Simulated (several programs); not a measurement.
# Li2IF (ordering on rocksalt) from semi-empirical methods to plane-wave DFT

An ordered 4-atom cell of Li2IF on the rocksalt lattice (R-3m), relaxed with r2SCAN in Ansatz, was computed with several methods. The symmetry is R-3m (No. 166, trigonal); a = 3.772 Å, c = 17.176 Å in the conventional setting, 17.64 Å³ an atom. F has 6 Li at 2.42 Å; I has 6 Li at 2.83 Å; Li has 3 F at 2.42 Å and 3 I at 2.83 Å. Values at 0 K without nuclear motion; spin polarisation is off, and the phase may be a hypothetical one.

```cif
data_structure
_symmetry_space_group_name_H-M 'R-3m:H'
_symmetry_Int_Tables_number 166
_cell_length_a 3.7719
_cell_length_b 3.7719
_cell_length_c 17.1755
_cell_angle_alpha 90.000
_cell_angle_beta 90.000
_cell_angle_gamma 120.000
_cell_volume 211.62
loop_
_atom_site_label
_atom_site_type_symbol
_atom_site_symmetry_multiplicity
_atom_site_Wyckoff_symbol
_atom_site_fract_x
_atom_site_fract_y
_atom_site_fract_z
_atom_site_occupancy
F1 F 3 a 0.00000 0.00000 0.00000 1
I1 I 3 b 0.33333 0.66667 0.16667 1
Li1 Li 6 c 0.00000 0.00000 0.27200 1
```

Gaps and times are for a single point on this cell; volume and bulk modulus come from each method's own relaxation or energy curve at fixed shape, which is too stiff where a cell has free coordinates or axes. Times are rough, from shared hosts (Arm Neoverse V1; Intel Xeon Platinum 8259CL CPU @ 2.50GHz), and each method has its own mesh and cell size. A dagger marks a closed or tiny gap in a crystal that DFT finds insulating: a failure of the method or a wrong SCF state. A double dagger marks a value from a curve with shape and coordinates held. A star marks a curve whose lowest point is an end point. PM6 (MOPAC), PM7 (MOPAC), GFN1-xTB (tblite), GFN2-xTB (tblite) treat a cluster of cells at its zone centre, which samples few k points: where these miss a band edge, the gap comes out too large for that reason alone. Gaps from k meshes are read at a limited set of points (mesh, symmetry points, PBE's band edges), so each method's own least gap may be somewhat smaller. Force fields have no electrons; where one was fitted to this phase, its volume and modulus reflect the fit. xTB and the PM methods were fitted mostly to molecules, and can miss a solid's gap by electronvolts. Minimal bases can be far off for gaps. Times of the plane-wave ladder aren't listed, since it ran on unlike processors and cards. Curves at held shape can't give the bulk modulus of a layered or molecular crystal, so none is listed. GLLB-SC's gap includes the derivative discontinuity. G0W0 is at finite bands, cutoff and mesh. d marks a direct gap, i an indirect one (no mark: not told apart), a dash a value that wasn't computed or didn't pass its checks.

```
                               method              kind  gap (eV)  own volume (Å³/atom)  bulk modulus (GPa)  atoms computed  processor time
                  ffield.eim (LAMMPS)       force field         –                     –                   –               4          0.16 s
 light PBE (260 eV and a coarse mesh)  light plane-wave    2.01 d                     –                   –               4           1.3 s
                                  PBE         semilocal    2.03 d                 17.93                   –               4               –
               PBE/single zeta (GPAW)       small basis    2.17 d                     –                   –               4             9 s
                          PM7 (MOPAC)    semi-empirical     11.31                     –                   –         cluster           9.3 s
                          PM6 (MOPAC)    semi-empirical      7.99                     –                   –         cluster            10 s
                               r2SCAN         semilocal    2.59 d                 17.64                   –               4               –
                    GFN1-xTB (tblite)     tight binding     0.01†               19.41*‡                   –         cluster            14 s
                    GFN2-xTB (tblite)     tight binding      2.63                     –                   –         cluster            18 s
                       GLLB-SC (GPAW)   model potential      4.53                     –                   –               4            42 s
                              PBE+SOC         semilocal    1.64 d                     –                   –               4               –
                       PBE/SZV (CP2K)       small basis    2.40 d                     –                   –               4            84 s
                      PBE/DZVP (CP2K)       small basis    1.97 d                18.07‡                   –               4         3.4 min
G0W0@r2SCAN (140 eV screening cutoff)         many-body      4.30                     –                   –               4               –
                                 PBE0            hybrid    3.71 d                     –                   –               4               –
 G0W0@HSE06 (140 eV screening cutoff)         many-body      4.43                     –                   –               4               –
                                HSE06            hybrid    3.02 d                     –                   –               4               –
   G0W0@PBE (210 eV screening cutoff)         many-body      4.05                     –                   –               4               –
```

Against HSE06 (3.02 eV) and with closed or daggered gaps left aside, the nearest gap at the points sampled is that of GFN2-xTB (tblite) (-0.39 eV) and the farthest that of PM7 (MOPAC) (+8.29 eV). HSE06 is only a yardstick of convenience, and nearness to it can be luck.

Volumes against r2SCAN's: PBE +1.7 %.

Relaxed on its own, the cell leaves this structure with ffield.eim (LAMMPS), so no volume is listed.

Only the rows marked +SOC include spin-orbit coupling.
